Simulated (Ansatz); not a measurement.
## HfMoC2 in Ansatz: the effect of Hubbard term

The system is HfMoC2.

```
Hf Mo C
1.0
     3.19142    0.00000    0.00000
     0.00000    3.19142    0.00000
     0.00000    0.00000    4.48516
Hf Mo C
1 1 2
Direct
  0.00000 0.00000 0.00000
  0.50000 0.50000 0.50000
  0.50000 0.50000 0.00000
  0.00000 0.00000 0.50000
```

The cell comes from a database or a generator and needn't be the stable form of this composition.

Alike in all runs:

```yaml
Program: Ansatz 0.2.0
Task: projected density of states
Functional: r2SCAN
Potentials_or_basis: Ansatz PAW
Cutoff: 500 eV
Density_cutoff: 2000 eV
k_mesh: 8 × 8 × 6
Occupations: fermi-dirac, width 0.05 eV
Spin: no spin polarisation
Hubbard_projectors: ortho-atomic (the default)
Double_counting: fll (the default)
```

One run gave: pressure 5.7 GPa. Which Hubbard term did it use?
A. Hf d U = 2 eV, Mo d U = 2 eV
B. Hf d U = 6 eV, Mo d U = 6 eV
C. Hf d U = 5 eV, Mo d U = 5 eV
D. Hf d U = 3 eV, Mo d U = 3 eV
E. Hf d U = 1 eV, Mo d U = 1 eV

B.

```tsv
Hubbard term	pressure (GPa)
none	-3.1
Hf d U = 1 eV, Mo d U = 1 eV	-2.1
Hf d U = 2 eV, Mo d U = 2 eV	-1.0
Hf d U = 3 eV, Mo d U = 3 eV	0.2
Hf d U = 4 eV, Mo d U = 4 eV	1.9
Hf d U = 5 eV, Mo d U = 5 eV	3.9
Hf d U = 6 eV, Mo d U = 6 eV	5.7
Hf d U = 8 eV, Mo d U = 8 eV	13.3
```

Caveats: the PAW data sets come from PBE, with cores solved anew for the run's functional, which leaves a small shift of forces and pressure; the density of states is complete only up to the lowest level of the last band computed; U without spin polarisation on a metal has little footing (some runs); the U is typed as a test and isn't derived for this compound (some runs).

Not every run made on this cell is shown here.
